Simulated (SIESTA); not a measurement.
Runs of SIESTA 5.4.2 on MoN2. The structure is tetragonal, space group P4/mbm (No. 127). Conventional cell: a = 4.348 Å, b = 4.348 Å, c = 2.767 Å, α = 90.00°, β = 90.00°, γ = 90.00°. Mo (site symmetry 4/m) has 8 N at 2.24 Å as nearest neighbours. Around N (site symmetry m2m) lie 1 N at 1.37 Å. Measurements of this composition are mostly on another form, of space group No. 160.

| task | level | potentials or basis | gap on the mesh (eV) | pressure (GPa) | V0 of scaled cells (Å³/atom) | B0 (GPa) | largest force (eV/Å) |
| --- | --- | --- | --- | --- | --- | --- | --- |
| band structure | PBEsol | PseudoDojo 0.4 standard (PBEsol files), DZP (energy shift 0.003 Ry; two zetas on semicore shells) | none | -4.3 | - | - | 0.49 |
| band structure | PBE | PseudoDojo 0.4 standard (PBE files), DZP (energy shift 0.003 Ry; two zetas on semicore shells) | none | (c) | - | - | 0.44 |
| equation of state | PBE | PseudoDojo 0.4 standard (PBE files), DZP (energy shift 0.003 Ry; two zetas on semicore shells) | - | - | 8.86 | (b) | - |
| equation of state | PBEsol | PseudoDojo 0.4 standard (PBEsol files), DZP (energy shift 0.003 Ry; two zetas on semicore shells) | - | - | (a) | 375 | - |

Alike in all rows: no spin polarisation; cell as given; k mesh 6 × 6 × 10; smearing fermi-dirac 0.05 eV; grid cutoff 800 Ry; energy shift 0.003 Ry.

**Question.** Fill in the values left out.

**Answer.** (a) 8.62; (b) 345; (c) 5.8.

Caveats: the basis of atomic orbitals isn't converged, which shifts pressures, moduli and gaps; the cell was scaled at fixed shape and fractional positions, which overstates the stiffness of a crystal with free parameters, most of all of layers and chains (some runs).

A k mesh can miss the band edges, and the runs leave out spin-orbit coupling on Mo.

A gap of «none» marks a metal or a gap under the smearing width.

Not every run made on this cell is shown here.
